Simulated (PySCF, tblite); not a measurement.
# C₅H₉BN₂O₂S: geometry, infrared bands and NMR shifts

What infrared bands and NMR shifts should C₅H₉BN₂O₂S (`CCCOB(O)c1ncns1`) show?

Computed with tblite 0.8.0 and PySCF 2.14.0, with density-fitted response routines of our own, on a single molecule in the gas phase. Atoms count from 0, in the outputs and in this text.

## Step 1: The molecule as given

20 atoms, charge 0, multiplicity 1; geometry from: force field or distance geometry start.

Bonds of the start (Å): C0–C1 1.50, C1–C2 1.51, C2–O3 1.37, O3–B4 1.45, B4–O5 1.48, B4–C6 1.58, C6–N7 1.34, N7–C8 1.34, C8–N9 1.32, N9–S10 1.60, S10–C6 1.69, C0–H11 1.11, C0–H12 1.09, C0–H13 1.13, C1–H14 1.12, C1–H15 1.12, C2–H16 1.11, C2–H17 1.11, O5–H18 1.02, C8–H19 1.10.

## Step 2: Relaxing the molecule with GFN2-xTB

Job settings and geometry (Å):

```
{"job": {"kind": "relax", "xc": "GFN2-xTB", "basis": "xTB"}, "charge": 0, "multiplicity": 1}
C     -3.385200    -0.122700    -0.581300
C     -2.475700     0.033500     0.605100
C     -1.082400     0.503200     0.260900
O     -0.408600    -0.312200    -0.613300
B      0.896800     0.289700    -0.834900
O      0.893200     1.768600    -0.765400
C      2.231800    -0.504500    -0.570200
N      3.361800     0.107000    -0.199800
C      4.393200    -0.728000    -0.010400
N      4.089100    -2.000200    -0.214700
S      2.560600    -2.159300    -0.645900
H     -3.687500     0.850600    -1.020600
H     -2.975700    -0.815600    -1.322800
H     -4.329400    -0.577700    -0.165700
H     -2.448700    -0.913400     1.211600
H     -2.934000     0.813900     1.271700
H     -0.451000     0.647900     1.162200
H     -1.209800     1.495400    -0.231000
H      1.576600     1.989800    -0.044000
H      5.379700    -0.355300     0.295700
```

On the command line:

```sh
OMP_NUM_THREADS=1 python probes_run.py task.json out
```

This one command runs all jobs of the session in turn.

What it wrote:

```text
step      E/eV     max force
  0    -919.07555    3.610
  1    -919.65147    1.846
  2    -919.81362    1.118
  3    -919.87235    1.003
  4    -919.96244    0.773
  5    -920.00440    0.706
  6    -920.07513    0.817
  7    -920.13803    0.863
  8    -920.21954    0.788
  9    -920.28783    0.722
 10    -920.34144    0.884
 11    -920.38204    0.907
 12    -920.41239    0.838
 13    -920.44217    0.458
 14    -920.46560    0.311
 15    -920.48103    0.345
 16    -920.50294    0.392
 17    -920.51703    0.362
 18    -920.53094    0.321
 19    -920.54304    0.381
 20    -920.55313    0.292
 21    -920.56341    0.313
 22    -920.57753    0.322
 23    -920.59176    0.279
 24    -920.60443    0.275
 25    -920.61591    0.201
 26    -920.62607    0.249
 27    -920.63525    0.260
 28    -920.64346    0.204
 29    -920.65032    0.179
 30    -920.65615    0.186
 31    -920.66088    0.184
 32    -920.66556    0.191
 33    -920.67132    0.195
 34    -920.67736    0.191
 35    -920.68229    0.172
 36    -920.68702    0.154
 37    -920.69188    0.115
 38    -920.69514    0.123
 39    -920.69847    0.112
 40    -920.70105    0.114
 41    -920.70355    0.113
 42    -920.70642    0.111
 43    -920.71015    0.130
 44    -920.71457    0.145
 45    -920.71922    0.124
 46    -920.72329    0.118
 47    -920.72619    0.110
 48    -920.72840    0.110
 49    -920.73028    0.106
 50    -920.73185    0.097
 51    -920.73323    0.079
 52    -920.73461    0.080
 53    -920.73567    0.067
 54    -920.73709    0.072
 55    -920.73856    0.075
 56    -920.74018    0.089
 57    -920.74201    0.097
 58    -920.74448    0.108
 59    -920.74771    0.122
 60    -920.75135    0.139
 61    -920.75485    0.144
 62    -920.75822    0.154
 63    -920.76157    0.225
 64    -920.76505    0.192
 65    -920.76904    0.159
 66    -920.77283    0.122
 67    -920.77509    0.106
 68    -920.77739    0.124
 69    -920.77961    0.079
 70    -920.78084    0.053
 71    -920.78133    0.049
 72    -920.78179    0.065
 73    -920.78232    0.050
 74    -920.78326    0.050
 75    -920.78391    0.065
 76    -920.78478    0.069
 77    -920.78563    0.060
 78    -920.78660    0.069
 79    -920.78750    0.069
 80    -920.78820    0.057
 81    -920.78865    0.040
 82    -920.78897    0.051
 83    -920.78930    0.039
 84    -920.78968    0.054
 85    -920.79021    0.066
 86    -920.79069    0.061
 87    -920.79134    0.061
 88    -920.79211    0.059
 89    -920.79292    0.064
 90    -920.79372    0.071
 91    -920.79455    0.063
 92    -920.79545    0.068
 93    -920.79640    0.069
 94    -920.79745    0.063
 95    -920.79882    0.099
 96    -920.80065    0.121
 97    -920.80269    0.109
 98    -920.80438    0.101
 99    -920.80563    0.096
100    -920.80613    0.164
101    -920.80774    0.116
102    -920.80886    0.074
103    -920.81077    0.093
104    -920.81120    0.062
105    -920.81169    0.059
106    -920.81279    0.058
107    -920.81336    0.064
108    -920.81416    0.068
109    -920.81464    0.050
110    -920.81509    0.048
111    -920.81559    0.043
112    -920.81599    0.035
113    -920.81621    0.030
114    -920.81639    0.032
115    -920.81657    0.030
116    -920.81675    0.034
117    -920.81692    0.030
118    -920.81705    0.032
119    -920.81716    0.025
120    -920.81726    0.021
121    -920.81745    0.028
122    -920.81767    0.038
123    -920.81791    0.035
124    -920.81805    0.021
125    -920.81812    0.017
126    -920.81819    0.016
127    -920.81829    0.020
128    -920.81843    0.026
129    -920.81857    0.030
130    -920.81869    0.026
131    -920.81879    0.017
132    -920.81887    0.015
133    -920.81894    0.014
134    -920.81898    0.014
135    -920.81902    0.016
136    -920.81907    0.018
137    -920.81913    0.017
138    -920.81921    0.018
139    -920.81930    0.017
140    -920.81938    0.016
141    -920.81944    0.017
142    -920.81950    0.014
143    -920.81953    0.009
```

Wall time 1.4 s (1 thread of Arm Neoverse V1, shared host).

Relaxation path: (not every step is listed)

```
step  energy from step 0 (eV)  largest force (eV/Å)
   0                   0.0000                3.6098
   1                  -0.5759                1.8459
   2                  -0.7381                1.1184
   3                  -0.7968                1.0029
   4                  -0.8869                0.7734
   5                  -0.9289                0.7065
   6                  -0.9996                0.8172
   7                  -1.0625                0.8632
   8                  -1.1440                0.7880
  21                  -1.4879                0.3129
  34                  -1.6018                0.1907
  47                  -1.6506                0.1102
  60                  -1.6758                0.1392
  73                  -1.7068                0.0501
  86                  -1.7151                0.0610
  99                  -1.7301                0.0956
 112                  -1.7404                0.0353
 125                  -1.7426                0.0168
 138                  -1.7437                0.0184
 139                  -1.7437                0.0171
 140                  -1.7438                0.0163
 141                  -1.7439                0.0171
 142                  -1.7439                0.0139
 143                  -1.7440                0.0094
```

Close pairs (by a distance rule), those that changed most:

```
  bond  before (Å)  after (Å)  change (Å)
 B4–O5       1.481      1.355      -0.126
 O3–B4       1.454      1.340      -0.115
O5–H18       1.018      0.958      -0.061
C6–S10       1.689      1.744      +0.055
 C2–O3       1.372      1.418      +0.046
C0–H13       1.128      1.087      -0.041
C1–H14       1.125      1.091      -0.034
C1–H15       1.124      1.091      -0.033
```

The final coordinates are the input of the step that follows.

## Step 3: Vibrational analysis with GFN2-xTB

Job settings and geometry (Å):

```
{"job": {"kind": "ir", "xc": "GFN2-xTB", "basis": "xTB"}, "charge": 0, "multiplicity": 1}
C     -2.845749    -0.538057    -0.789416
C     -2.616465     0.056432     0.594666
C     -1.380017     0.949897     0.629200
O     -0.222734     0.162983     0.398848
B      0.953938     0.689224     0.032975
O      1.136521     2.021082    -0.133650
C      2.135394    -0.318097    -0.213011
N      3.344960     0.024521    -0.562606
C      4.114776    -1.063313    -0.705286
N      3.581044    -2.234778    -0.490473
S      2.017181    -2.052969    -0.077371
H     -3.015479     0.249672    -1.520003
H     -1.975041    -1.112423    -1.094646
H     -3.711423    -1.195247    -0.782456
H     -2.482029    -0.747346     1.319817
H     -3.479728     0.652767     0.894796
H     -1.283647     1.432380     1.608876
H     -1.445190     1.734487    -0.132093
H      2.021244     2.271181    -0.401093
H      5.147294    -0.971717    -0.989806
```

What it wrote:

```text
mode    cm-1     km/mol
  1     -16.9      0.15
  2      43.5      0.07
  3      46.0      0.66
  4      68.3      0.49
  5     120.7      0.05
  6     152.0      2.72
  7     203.7      3.62
  8     220.4      7.32
  9     274.0      2.96
 10     301.9      3.36
 11     353.0      2.05
 12     442.1      1.36
 13     470.1      4.95
 14     564.7      1.08
 15     601.1    205.63
 16     631.2      1.77
 17     637.9     11.15
 18     672.6      3.84
 19     776.9     29.54
 20     798.3     10.45
 21     849.9      0.18
 22     882.0     28.81
 23     901.8     20.25
 24     918.6     24.98
 25     945.1     29.27
 26     987.7    292.22
 27    1017.9      4.67
 28    1108.3      1.83
 29    1115.9      7.86
 30    1133.6     47.00
 31    1145.7      9.76
 32    1212.2    267.92
 33    1228.6      4.77
 34    1256.6     12.71
 35    1279.1     37.25
 36    1314.2    324.42
 37    1338.3     52.60
 38    1353.1     99.69
 39    1386.2     15.78
 40    1409.2      2.60
 41    1467.3      0.08
 42    1471.4      0.70
 43    1495.4    176.00
 44    1498.0      2.28
 45    1502.6      4.92
 46    2907.2     41.51
 47    2932.0     31.94
 48    2986.3     46.64
 49    2997.9     22.43
 50    3036.0     46.59
 51    3044.2     42.29
 52    3050.0     25.71
 53    3137.3     11.99
 54    3623.3     36.08
```

Wall time 0.96 s (1 thread of Arm Neoverse V1, shared host).

The strongest bands and the atoms that carry them (share of the mass-weighted mode):

```
cm⁻¹  km/mol                                 atoms
 601   205.6                              H18 57 %
 988   292.2   H18 35 %, C6 28 %, O5 13 %, N7 12 %
1134    47.0                              H19 44 %
1212   267.9            B4 46 %, O5 13 %, H19 10 %
1314   324.4  B4 32 %, H17 18 %, O3 13 %, H16 13 %
1338    52.6           C1 25 %, H14 24 %, H15 20 %
1353    99.7           H17 24 %, B4 22 %, H16 15 %
1495   176.0    C6 42 %, N7 25 %, C8 18 %, N9 10 %
```

## Step 4: NMR shieldings: PBE0/pcSseg-1

Settings changed since step 3:

```diff
@@ -1,2 +1,2 @@
-{"job": {"kind": "ir", "xc": "GFN2-xTB", "basis": "xTB"}, "charge": 0, "multiplicity": 1}
+{"job": {"kind": "nmr", "xc": "PBE0", "basis": "pcSseg-1"}, "charge": 0, "multiplicity": 1}
 C     -2.845749    -0.538057    -0.789416
```

Level: GIAO PBE0/pcSseg-1 NMR shielding, non-relativistic, gas phase.

What it wrote:

```text
coarse grid: 18016 points
cycle   1  E = -878.0690697430  dE =  1.923e+00  |g| = 8.683e-01  |ddm| = 4.144e+00
cycle   2  E = -877.9233272370  dE =  1.457e-01  |g| = 1.249e+00  |ddm| = 1.350e+00
cycle   3  E = -878.2093194147  dE = -2.860e-01  |g| = 1.174e-01  |ddm| = 8.512e-01
cycle   4  E = -878.2110922716  dE = -1.773e-03  |g| = 7.690e-02  |ddm| = 1.459e-01
cycle   5  E = -878.2124873012  dE = -1.395e-03  |g| = 2.063e-02  |ddm| = 7.394e-02
cycle   6  E = -878.2125703922  dE = -8.309e-05  |g| = 7.611e-03  |ddm| = 1.850e-02
cycle   7  E = -878.2125813381  dE = -1.095e-05  |g| = 2.641e-03  |ddm| = 6.246e-03
cycle   8  E = -878.2125828921  dE = -1.554e-06  |g| = 6.692e-04  |ddm| = 2.684e-03
final grid: 171744 points
cycle   9  E = -878.2958400372  dE = -3.958e-05  |g| = 1.434e-02  |ddm| = 3.051e-02
cycle  10  E = -878.2957701668  dE =  6.987e-05  |g| = 2.270e-02  |ddm| = 2.788e-02
cycle  11  E = -878.2958819007  dE = -1.117e-04  |g| = 3.124e-03  |ddm| = 1.992e-02
cycle  12  E = -878.2958843289  dE = -2.428e-06  |g| = 5.310e-04  |ddm| = 2.962e-03
cycle  13  E = -878.2958843736  dE = -4.473e-08  |g| = 2.529e-04  |ddm| = 5.145e-04
cycle  14  E = -878.2958843862  dE = -1.265e-08  |g| = 9.042e-05  |ddm| = 2.343e-04
cycle  15  E = -878.2958843879  dE = -1.643e-09  |g| = 3.455e-05  |ddm| = 8.796e-05
cycle  16  E = -878.2958843882  dE = -2.822e-10  |g| = 4.930e-06  |ddm| = 3.004e-05
converged SCF energy = -878.2958843882

GIAO shielding tensors (ppm)
atom      isotropic    diamagn.    paramagn.     s11        s22        s33       span
  0 C      173.662     247.415     -73.753    158.761    175.562    186.665     27.904
  1 C      158.542     247.814     -89.272    149.147    156.779    169.700     20.553
  2 C      118.153     243.216    -125.063     92.448    111.541    150.470     58.022
  3 O      211.814     399.673    -187.859     94.041    248.270    293.131    199.090
  4 B       78.934     195.710    -116.775     56.268     88.528     92.008     35.740
  5 O      219.800     389.187    -169.387    111.386    247.661    300.354    188.969
  6 C      -10.218     263.940    -274.158   -104.930    -28.239    102.516    207.446
  7 N      -83.927     331.667    -415.594   -343.335   -130.926    222.479    565.813
  8 C       21.306     255.960    -234.654    -48.799     30.545     82.173    130.972
  9 N      -68.235     339.122    -407.357   -297.741   -128.452    221.487    519.228
 10 S       20.637    1059.912   -1039.275   -240.828     79.950    222.788    463.616
 11 H       30.961      29.630       1.331     27.064     28.599     37.219     10.155
 12 H       30.112      31.981      -1.869     24.835     30.557     34.944     10.109
 13 H       30.500      27.574       2.926     26.067     27.458     37.975     11.907
 14 H       29.722      30.817      -1.095     26.090     28.121     34.953      8.863
 15 H       30.178      28.441       1.737     25.397     28.285     36.853     11.456
 16 H       27.242      29.749      -2.507     21.909     27.742     32.074     10.165
 17 H       27.388      31.077      -3.689     21.896     29.058     31.212      9.316
 18 H       25.894      32.076      -6.181     17.589     23.660     36.433     18.844
 19 H       22.832      26.882      -4.050     18.470     23.872     26.154      7.685
```

Wall time 56 s (1 thread of Arm Neoverse V1, shared host); peak memory 1 GiB.

Shifts follow as δ = σ(reference) − σ, with reference shieldings (ppm) from runs at the same level and on the same kind of geometry: ¹H TMS 31.72, ¹³C TMS 186.9, ¹⁵N NH3 267.7, ¹⁷O H2O 336.1, ¹¹B BF3·OEt2 100.1, ³³S CS2 504. The references are single molecules in the gas phase, so shifts against H2O, NH3, PH3, H3PO4 or CFCl3 are not on the usual liquid scales and can be off by tens of ppm. Atoms listed in one row are averaged.

```
        atoms                                              environment  σ (ppm)  δ (ppm)  δ scaled to CDCl3
           C6      substituted aromatic carbon next to a ring nitrogen    -10.2    197.1              186.1
           C8                 aromatic CH between two ring heteroatoms     21.3    165.6              159.7
           C2                                      sp3 CH2 bonded to O    118.2     68.8               65.2
           C1                                                  sp3 CH2    158.5     28.4               25.8
           C0                                            methyl carbon    173.7     13.3               11.0
          H19  hydrogen on an aromatic CH between two ring heteroatoms    22.83     8.89               8.48
          H18                        hydrogen on an oxygen bonded to B    25.89     5.82                  –
     H16, H17                       hydrogen on an sp3 CH2 bonded to O    27.31     4.40               4.26
     H14, H15                                   hydrogen on an sp3 CH2    29.95     1.77               1.77
H11, H12, H13                              hydrogen on a methyl carbon    30.52     1.19               1.23
           O3                                    oxygen bonded to C, B    211.8    124.3                  –
           O5                                    oxygen bonded to B, H    219.8    116.3                  –
           B4                                   boron bonded to C, 2 O     78.9     21.1                  –
           N7                       pyridine-type nitrogen of an azole    -83.9    351.7                  –
           N9                       pyridine-type nitrogen of an azole    -68.2    336.0                  –
          S10                                     aromatic ring sulfur       21      483                  –
```

The scaled column applies a straight-line fit of computed shieldings to shifts measured in CDCl3, with any fitted terms for Cl, Br or S neighbours (root-mean-square error 0.16 ppm for H, 1.9 ppm for C).

The run also stored atomic charges by several schemes (e):

```
atoms  Mulliken    IAO  Hirshfeld  ESP fit
   C0     -0.29  -0.42      -0.12    -0.17
   C1     -0.26  -0.25      -0.07     0.07
   C2      0.05  -0.05       0.02     0.02
   O3     -0.51  -0.40      -0.17    -0.46
   B4      0.66   0.48       0.23     0.63
   O5     -0.40  -0.54      -0.24    -0.64
   C6     -0.26  -0.16      -0.04     0.14
   N7     -0.41  -0.30      -0.18    -0.63
   C8      0.27   0.07       0.05     0.59
   N9     -0.48  -0.46      -0.20    -0.52
  S10      0.41   0.51       0.19     0.20
```

Mayer bond orders: C0–C1 1.05, C1–C2 1.05, C2–O3 0.84, O3–B4 1.19, B4–O5 1.26, B4–C6 0.82, C6–N7 1.54, N7–C8 1.33, C8–N9 1.58, N9–S10 1.20, S10–C6 1.21.

Ring of atoms C6, N7, C8, N9, S10: NICS(0) -14.0, NICS(1) -13.5, NICS(1)zz -33.6 ppm (means of both faces).

## Step 5: Outcome

```
                                                              quantity                               value
                             strongest single infrared mode (GFN2-xTB)               1314 cm⁻¹, 324 km/mol
                                          zero-point energy (GFN2-xTB)                       93.4 kcal/mol
                                ¹³C shifts against TMS (PBE0/pcSseg-1)  197.1, 165.6, 68.8, 28.4, 13.3 ppm
¹H shifts against TMS (PBE0/pcSseg-1, means over atoms taken as alike)    8.89, 5.82, 4.40, 1.77, 1.19 ppm
                                ¹⁷O shifts against H2O (PBE0/pcSseg-1)                    124.3, 116.3 ppm
                           ¹¹B shifts against BF3·OEt2 (PBE0/pcSseg-1)                            21.1 ppm
                                ¹⁵N shifts against NH3 (PBE0/pcSseg-1)                    351.7, 336.0 ppm
                                ³³S shifts against CS2 (PBE0/pcSseg-1)                             483 ppm
```

What this shows: Over 143 steps the energy fell by 1.744 eV; of the close pairs, B4–O5 changed most, 1.481 to 1.355 Å. The lowest mode is slightly imaginary (17i cm⁻¹), a soft motion within the noise of the Hessian, so the minimum is not strictly shown. The strongest single mode, at 1314 cm⁻¹, is spread over several atoms, B4, H17, O3, H16 among them. GFN2-xTB is a fitted tight-binding method: band positions and strengths are rough. Its intensities can rank the bands wrongly. At PBE0/pcSseg-1: Shielding is most anisotropic at N7 (span 566 ppm, paramagnetic term -416 ppm). NICS(1)zz of -34 ppm above the planar ring from C6 marks a diatropic (aromatic) ring current.
